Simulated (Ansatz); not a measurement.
# F− with NH3: structure and interaction energy

One table from this session's results is given with a row withheld; the runs are named, their logs left out.

Program: Ansatz 0.2.0, Gaussian basis. Level of theory: PBE0-D4 structure, single points in def2-TZVPPD. These are calculated values, not measurements.

Levels: PBE-D4, revPBE-D4, BLYP-D4, r2SCAN-D4, B97M-V, PBE0-D4, B3LYP-D4, HSE06-D4, wB97X-V, wB97M-V, B2PLYP, Hartree-Fock, MP2, CCSD, CCSD(T). The reference is CCSD(T) extrapolated to the basis limit.

Cores are frozen in the correlated methods. B3LYP uses VWN-RPA correlation. B2PLYP carries no dispersion term here.

163 further runs of the same task are left out: 163 set aside as unsound or not needed.

### The system as given

The pair, from a GFN2-xTB docking trial: 5 atoms, charge -1, spin multiplicity 1.

Atoms are counted from 1 here; the program's logs count them from 0.

Bond lengths: N2–H3 1.017 Å, N2–H4 1.061 Å, N2–H5 1.017 Å. Angles: H3–N2–H4 104.1°, H3–N2–H5 105.6°, H4–N2–H5 103.5°.

As a file:

```xyz
5
charge -1, multiplicity 1
F     0.0259    0.4387   -1.9596
N    -0.2922   -0.1492    0.6220
H     0.2911   -0.9790    0.6988
H    -0.2683    0.0879   -0.4120
H     0.2435    0.6016    1.0507
```

Atoms 1 to 1 are fragment A (F−), the rest fragment B (NH3).

The first run:

The input, pre/in.yaml:

```yaml
crystal:
  periodic: [false, false, false]
  atoms:
    - {symbol: F, position_ang: [0.025900, 0.438700, -1.959600]}
    - {symbol: N, position_ang: [-0.292200, -0.149200, 0.622000]}
    - {symbol: H, position_ang: [0.291100, -0.979000, 0.698800]}
    - {symbol: H, position_ang: [-0.268300, 0.087900, -0.412000]}
    - {symbol: H, position_ang: [0.243500, 0.601600, 1.050700]}
basis:
  gaussian: {orbitals: def2-SVPD}
total_charge: -1
hamiltonian: {xc: pbe, dispersion: d4}
relax: {f_tol: 0.03, max_steps: 250}
```

Command:

```console
$ ansatz run in.yaml --threads 2 --pin off --events-out ev --progress --plain --max-ram 5222MiB
```

Steps of the session up to this table: A first relaxation in a small basis; Relaxation at PBE0-D4; wB97X-V/def2-TZVPPD; wB97M-V/def2-TZVPPD; B2PLYP/def2-TZVPPD; B97M-V/def2-TZVPPD; CCSD(T)/def2-TZVPPD; MP2/def2-QZVPPD; Hartree-Fock/STO-3G; SPW92/def2-SVP; wB97M-V/def2-SVP; CCSD(T)/def2-SVP; Vibrations of the pair.

One table of the session follows, with a row left open; its other results are not shown here.

| method | interaction (kcal/mol) |
| --- | --- |
| PBE-D4 | -18.41 |
| revPBE-D4 | -16.87 |
| BLYP-D4 | -16.98 |
| r2SCAN-D4 | -19.03 |
| B97M-V | -17.49 |
| PBE0-D4 | -18.77 |
| B3LYP-D4 | ? |
| HSE06-D4 | -18.77 |
| wB97X-V | -17.51 |
| wB97M-V | -17.65 |
| B2PLYP | -16.99 |
| Hartree-Fock | -15.03 |
| MP2 | -16.67 |
| CCSD | -16.48 |
| CCSD(T) | -16.79 |
| CCSD(T)/CBS | -17.88 |

**Question.** Estimate the row for B3LYP-D4.

**Answer.** interaction (kcal/mol): -17.83. In the column «interaction (kcal/mol)» it lies between CCSD(T)/CBS (-17.88) and wB97M-V (-17.65).

Among the levels timed on like hardware and quicker than the yardstick, those that no quicker one beats, quickest first: revPBE-D4 (2 s, +1.02 kcal/mol); PBE0-D4 (2.1 s, -0.88 kcal/mol); B3LYP-D4 (2.3 s, +0.05 kcal/mol).

For cost: B3LYP-D4 gets within 0.05 kcal/mol in 2.3 s, where CCSD(T)/CBS took 15 s; the quickest level in the cost chart, revPBE-D4, takes 2 s and misses by 1.02 kcal/mol.

Caveats from the session: A lower arrangement may exist.
